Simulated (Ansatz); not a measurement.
Geometry optimisation, DFT r2SCAN, scalar-relativistic, plane waves, PAW in Ansatz.

input.yaml

```yaml
accuracy: low
crystal:
  lattice:
    - [9.966555, 0.0, 0.0]
    - [0.0, 9.966555, 0.0]
    - [0.0, 0.0, 9.966555]
  atoms:
    - { symbol: Cl, position: [0.097535, 0.885272, 0.6280457] }
    - { symbol: Cl, position: [0.2780771, 0.8049518, 0.6708448] }
    - { symbol: Cl, position: [0.1955737, 0.092578, 0.1327921] }
    - { symbol: Cl, position: [0.0246715, 0.1738024, 0.204021] }
    - { symbol: Cl, position: [0.8929228, 0.5638248, 1.0251841] }
    - { symbol: Cl, position: [1.0242368, 0.686328, 0.9322964] }
    - { symbol: Cl, position: [0.8455928, -0.0490471, 0.4556459] }
    - { symbol: Cl, position: [0.8501753, 0.1520576, 0.4760035] }
    - { symbol: Cl, position: [0.2889499, 0.2078469, 0.8478229] }
    - { symbol: Cl, position: [0.2899753, 0.2427908, 0.6486838] }
    - { symbol: Cl, position: [0.4178103, 0.8870747, 0.2453293] }
    - { symbol: Cl, position: [0.4559235, 0.8420317, 0.0519461] }
    - { symbol: Cl, position: [0.7433019, 0.5548565, 0.5624797] }
    - { symbol: Cl, position: [0.6142339, 0.7095975, 0.5458901] }
    - { symbol: Cl, position: [0.059201, 0.5163483, 0.4633469] }
    - { symbol: Cl, position: [0.2124706, 0.4551853, 0.3465306] }
    - { symbol: Cl, position: [0.5088243, 0.445711, 0.0939902] }
    - { symbol: Cl, position: [0.6261936, 0.4269519, -0.0695674] }
    - { symbol: Cl, position: [0.6489744, -0.0221335, 0.7832987] }
    - { symbol: Cl, position: [0.6589262, 0.1773551, 0.751933] }
    - { symbol: Cl, position: [0.5351893, 0.1915159, 0.3491278] }
    - { symbol: Cl, position: [0.524607, 0.3664131, 0.4500115] }
    - { symbol: Cl, position: [0.1778277, 0.4655082, 0.9804547] }
    - { symbol: Cl, position: [0.1062425, 0.4158314, 0.7980093] }
basis:
  ecutwfc: 500.0
kpoints:
  mp_grid: { grid: [1, 1, 1] }
hamiltonian:
  xc: r2scan
scf:
  occupations: { method: fermi_dirac, width: 0.05 }
  lower_state_search: "off"
relax:
  f_tol: 0.3
  max_steps: 15
  adjacent_minimum: "off"
```

Run as:

```bash
$ ansatz run input.yaml --threads 4 --pin off --max-ram 10240MiB --backend cpu --events-out ev --progress --plain --runs-dir out
```

Problem. Where does it end, and by what steps?

Solution. The run converged. The threshold is loose, so the end isn't yet a minimum. The force dipped under the threshold on the way, but the program's further checks kept it going. Limits of this set-up: coarse k mesh, low accuracy level. After 10 steps the energy has fallen by 2.353 eV; Cl6 moved furthest, 1.35 Å.

```tsv
step	energy less start (eV)	largest force component (eV/Å)	accepted
0	0.0000	1.408	yes
1	-0.8136	0.581	yes
2	-1.2500	0.352	yes
3	-1.6133	0.408	yes
4	-1.8356	0.453	yes
5	-1.9919	0.681	yes
6	-2.1264	0.646	yes
7	-2.2246	0.440	yes
8	-2.2855	0.215	yes
9	-2.3229	0.185	yes
10	-2.3525	0.285	yes
```

```xyz
24
Lattice="9.9666 0.0000 0.0000 0.0000 9.9666 0.0000 0.0000 0.0000 9.9666" Properties=species:S:1:pos:R:3
Cl 1.349 8.291 5.536
Cl 3.110 7.613 6.220
Cl 2.006 0.709 1.156
Cl 0.304 1.696 1.502
Cl 8.670 6.772 10.464
Cl 9.718 8.091 9.396
Cl 8.620 -0.387 4.659
Cl 8.992 1.567 4.963
Cl 2.507 1.125 8.179
Cl 3.113 1.481 6.294
Cl 4.677 8.826 2.864
Cl 4.904 9.105 0.897
Cl 7.597 5.657 6.300
Cl 5.942 6.618 5.661
Cl 0.091 4.735 4.513
Cl 2.007 4.348 4.086
Cl 5.559 4.363 0.950
Cl 6.021 4.591 -0.979
Cl 6.035 -0.336 7.909
Cl 6.194 1.629 8.308
Cl 4.943 1.770 3.591
Cl 5.089 3.738 3.938
Cl 1.960 4.812 9.334
Cl 0.997 4.771 7.589
```

Whether the end is a true minimum wasn't checked by a vibrational analysis.

The run took 70 s on 4 threads of AMD EPYC 9R14 (Zen 4), on a shared host, peak memory 1.5 GiB.
